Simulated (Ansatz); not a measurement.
Runs of Ansatz 0.2.0 on CsLiCr2Te2S3. Symmetry: C2/m, No. 12, monoclinic system. Conventional cell: a = 14.579 Å, b = 4.209 Å, c = 7.709 Å, α = 90.00°, β = 109.04°, γ = 90.00°. Cs (site symmetry 2/m) has 6 S at 3.84 to 3.85 Å and 6 Te at 4.08 to 4.23 Å and 2 Cs at 4.21 Å and 2 Cr at 4.27 Å and 4 Li at 4.39 Å as nearest neighbours. Li (site symmetry 2/m) is surrounded by 2 S at 2.10 Å. Cr (site symmetry m) is surrounded by 4 S at 2.33 to 2.46 Å. Te (site symmetry m) has 2 Cr at 2.84 Å and 1 Li at 3.10 Å and 1 S at 3.19 Å as nearest neighbours. S (site symmetry m) is surrounded by 3 Cr at 2.33 to 2.46 Å. S (site symmetry 2/m) has 2 Li at 2.10 Å and 2 Cr at 2.38 Å as nearest neighbours. The cell was built by a generator and needn't be a form met in nature.

```csv
potentials or basis,cutoff (eV),gap on the mesh (eV),pressure (GPa),moment (μB),largest force (eV/Å)
Ansatz PAW earlier set,1070,none,0.0,5.22,0.03
JTH PAW,1230,none,0.2,5.21,0.02
SPMS NC,871,none,0.3,(a),0.06
Ansatz NC with PseudoDojo standard (PBE files),1279,none,0.0,5.21,0.03
PseudoDojo standard (PBE files),1279,none,0.2,(b),0.06
```

Alike in all rows: task single point; level PBE; spin collinear, ferromagnetic start; cell as given; k mesh 7 × 7 × 4; smearing fermi-dirac 0.05 eV.

Q: Fill in the values left out.

A: (a) 5.31; (b) 5.32.

Caveats: only a ferromagnetic start was run, and an antiferromagnetic order may lie lower in energy.

A k mesh can miss the band edges, and the runs leave out spin-orbit coupling on Cs, Te.

A gap of «none» marks a metal or a gap under the smearing width.

Not every run made on this cell is shown here.
